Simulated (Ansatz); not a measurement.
GeCN2:

```
Ge N C
1.0
     1.79379    1.03565    4.92196
    -1.79379    1.03565    4.92196
     0.00000   -2.07129    4.92196
Ge N C
1 2 1
Direct
  0.00000 0.00000 0.00000
  0.58390 0.58390 0.58390
  0.41610 0.41610 0.41610
  0.50000 0.50000 0.50000
```

The cell comes from a database or a generator and needn't be the stable form of this composition.

Program: Ansatz 0.2.0. Alike in all runs: task band structure; potentials or basis Ansatz PAW; no spin polarisation; cell as given; smearing fermi-dirac 0.05 eV.

Task: Order these runs on this cell by their band gap on the k mesh, lowest first.
A. level PBEsol; k mesh 9 × 9 × 9; cutoff (eV) 420; points for each segment of the path 14
B. level HSE06; k mesh 6 × 6 × 6; cutoff (eV) 420; points for each segment of the path 4
C. level r2SCAN; k mesh 9 × 9 × 9; cutoff (eV) 500; points for each segment of the path 14
D. level PBE0; k mesh 6 × 6 × 6; cutoff (eV) 420; points for each segment of the path 4

Result: A (1.00 eV), C (1.20 eV), B (1.68 eV), D (2.34 eV).

Caveats: the k mesh misses the band edges, so the gap on the mesh is wider than the one along the path (some runs); forces of over 1 eV/Å show positions far from the minimum, so gaps and moduli don't describe the material at rest (some runs).

Not every run made on this cell is shown here.
